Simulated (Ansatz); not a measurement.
Task: a single point in a Gaussian basis of CH4GeS2, SMILES C[S][Ge][SH], with Ansatz 0.2.0 through its Python package. Give the script and its output. Use: B3LYP, def2-TZVP basis, multiplicity 1.

```yaml
atoms:
  - { symbol: C, position_ang: [0.3754, 1.1928, -0.3332] }
  - { symbol: S, position_ang: [-0.4574, 0.7712, 1.2296] }
  - { symbol: Ge, position_ang: [0.4855, -1.2259, 1.2784] }
  - { symbol: S, position_ang: [-0.2192, -2.4939, -0.3375] }
  - { symbol: H, position_ang: [0.0126, 2.2585, -0.6339] }
  - { symbol: H, position_ang: [0.0083, 0.5577, -1.1500] }
  - { symbol: H, position_ang: [1.4590, 1.2200, -0.2404] }
  - { symbol: H, position_ang: [-1.5721, -2.3375, 0.1311] }
```

The script, `energy_ch4ges2.py`:
```python
# -*- coding: utf-8 -*-
'''Single point of CH4GeS2.'''

from dataclasses import dataclass

import ansatz as az
from ase import Atoms


@dataclass(frozen=True)
class Settings:
    basis_set: str = 'def2-TZVP'
    xc: str = 'b3lyp'


settings = Settings()


def main():
    atoms = Atoms(['C', 'S', 'Ge', 'S', 'H', 'H', 'H', 'H'], positions=[
        (0.3754, 1.1928, -0.3332),
        (-0.4574, 0.7712, 1.2296),
        (0.4855, -1.2259, 1.2784),
        (-0.2192, -2.4939, -0.3375),
        (0.0126, 2.2585, -0.6339),
        (0.0083, 0.5577, -1.15),
        (1.459, 1.22, -0.2404),
        (-1.5721, -2.3375, 0.1311),
    ])
    molecule = az.Crystal.molecule_from_ase(atoms)

    base = (
        molecule.calculation()
        .basis(gaussian=settings.basis_set)
        .functional(settings.xc)
        .accuracy('high')
    )
    print(base.to_yaml())
    out = base.run(threads=1, pin='off')
    summary = out.report

    for key in ('converged', 'free_energy_ev', 'reference_energy_ev', 'n_frozen', 'n_occupied', 'n_virtual'):
        print(f'{key:22s} {summary[key]}')

    state = summary['mean_field']['state']
    print(f'mean field: {state["energy"]["hartree"]:.7f} Ha, <S^2> = {abs(state["spin_squared"]):.4f}, stability: {state.get("stability", {}).get("kind")}')


if __name__ == '__main__':
    main()
```

```console
$ python energy_ch4ges2.py
crystal:
  periodic: [false, false, false]
  atoms:
    - { symbol: C, position_ang: [0.3754, 1.1928, -0.3332] }
    - { symbol: S, position_ang: [-0.4574, 0.7712, 1.2296] }
    - { symbol: Ge, position_ang: [0.4855, -1.2259, 1.2784] }
    - { symbol: S, position_ang: [-0.2192, -2.4939, -0.3375] }
    - { symbol: H, position_ang: [0.0126, 2.2585, -0.6339] }
    - { symbol: H, position_ang: [0.0083, 0.5577, -1.15] }
    - { symbol: H, position_ang: [1.459, 1.22, -0.2404] }
    - { symbol: H, position_ang: [-1.5721, -2.3375, 0.1311] }
accuracy: high
basis:
  gaussian:
    orbitals: def2-TZVP
hamiltonian:
  xc: b3lyp

converged              True
free_energy_ev         -79294.96746110462
reference_energy_ev    -79294.96746110462
n_frozen               0
n_occupied             [37, 37]
n_virtual              [140, 140]
mean field: -2914.0363061 Ha, <S^2> = 0.0000, stability: minimum
```

Notes:
- These settings explore the input space; basis and method may be short of convergence.
- The geometry is a force-field or estimated start, not a minimum of this method, and the basis set is short of its limit.
- b3lyp holds the VWN-RPA fit, as in Gaussian; the form of ORCA and Turbomole is b3lyp5.
- Finished in 23 s on 1 thread of Intel(R) Xeon(R) 6975P-C (Granite Rapids), on a shared host, peak memory 0.94 GiB.

(A comment or docstring line of the script was reworded after the run, the code is as it ran; lines on the test bed's own set-up are left out of the output.)
